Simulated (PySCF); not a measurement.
# [Pb(CN)3]−: other functionals and bases at one geometry

The task here is to estimate one member of a computed series from the others.

Method: several levels, as the steps say, no spin–orbit coupling; program: PySCF 2.14.0.

2 further runs of the same task are left out: 2 for a known fault of the program.

### Where the work starts

7 atoms, charge -1, spin multiplicity 1.

Bond lengths: Pb1–C2 2.370 Å, Pb1–C4 2.370 Å, Pb1–C6 2.370 Å, C2–N3 1.166 Å, C4–N5 1.166 Å, C6–N7 1.167 Å. Angles: C2–Pb1–C4 93.3°, C2–Pb1–C6 93.5°, C4–Pb1–C6 93.5°, Pb1–C2–N3 170.4°, Pb1–C4–N5 170.4°, Pb1–C6–N7 170.0°.

Geometry (Å):

```
Pb    0.3591    1.2192    0.0000
C    -0.4195   -0.2086    1.7242
N    -0.8773   -0.7479    2.6516
C    -0.4195   -0.2086   -1.7242
N    -0.8773   -0.7479   -2.6516
C     2.5317    0.2720    0.0000
N     3.6659   -0.0007    0.0000
```

Formal oxidation states: Pb +2. An earlier session relaxed this geometry at B3LYP, Pb def2-SVP with ECP60, C def2-SVP, N def2-SVP (singlet, point group C3v).

At B3LYP on the finer grid: E = -471.346785 Eh, HOMO -3.67 eV, LUMO 2.68 eV, Mulliken charge on Pb1 +0.51 e, largest force component 0.009 eV/Å. 

Levels to run: HF; wB97X; M06-L; r2SCAN; B3LYP, TZVP; B3LYP, x2c-SVP. Hardware: 2 threads of Arm Neoverse V1, shared host.

Set-up of the first run:

Contents of run.py (the lines that set the calculation):

```python
mol = gto.M(atom='''
Pb     0.35909     1.21921     0.00000
C     -0.41949    -0.20856     1.72420
N     -0.87734    -0.74791     2.65164
C     -0.41949    -0.20856    -1.72420
N     -0.87734    -0.74791    -2.65164
C      2.53172     0.27201     0.00000
N      3.66593    -0.00069     0.00000''',
    basis={'Pb': 'def2-SVP', 'C': 'def2-SVP', 'N': 'def2-SVP'},
    ecp={'Pb': 'def2-SVP'},
    charge=-1, spin=0)
mf = scf.RHF(mol)
mf = mf.density_fit()  # fitting sets: Pb def2-universal-JKFIT, C def2-universal-JKFIT, N def2-universal-JKFIT
mf.conv_tol = 1e-08; mf.max_cycle = 55
mf.kernel(dm0)  # dm0: the density of the relaxed state
```

Run with:

```
> OMP_NUM_THREADS=2 python run.py
```

Among the steps run: HF; wB97X; M06-L; r2SCAN; B3LYP, TZVP; B3LYP, x2c-SVP.

One table of the session follows, with a row left open; its other results are not shown here.

```
               level  HOMO (eV)  gap (eV)  charge on Pb1 (e)  dipole (D)  largest force component (eV/Å)
B3LYP (relaxed here)      -3.67      6.35               0.51        8.01                            0.01
                  HF      -6.50     11.96               0.93        8.59                            3.13
               wB97X          ?         ?                  ?           ?                               ?
               M06-L      -2.85      5.29               0.71        8.23                            0.56
              r2SCAN      -3.05      5.37               0.58        7.98                            0.59
         B3LYP, TZVP      -4.05      6.30               0.55        8.52                            0.93
      B3LYP, x2c-SVP      -3.71      6.39               0.60        8.01                            0.85
```

Q: Estimate the row for wB97X from the others.

As computed: HOMO (eV): -6.05; gap (eV): 10.74; charge on Pb1 (e): 0.59; dipole (D): 8.14; largest force component (eV/Å): 0.45. In the column «HOMO (eV)» it lies between HF (-6.50) and B3LYP, TZVP (-4.05).

The dipole of a charged species depends on the origin, so these sizes hold for this origin alone.

In one basis the HOMO–LUMO gap runs from 5.29 eV (M06-L) to 11.96 eV (HF). The largest leftover force, 3.13 eV/Å with HF, stands at a geometry relaxed at another level. Total energies of different levels can't be compared.
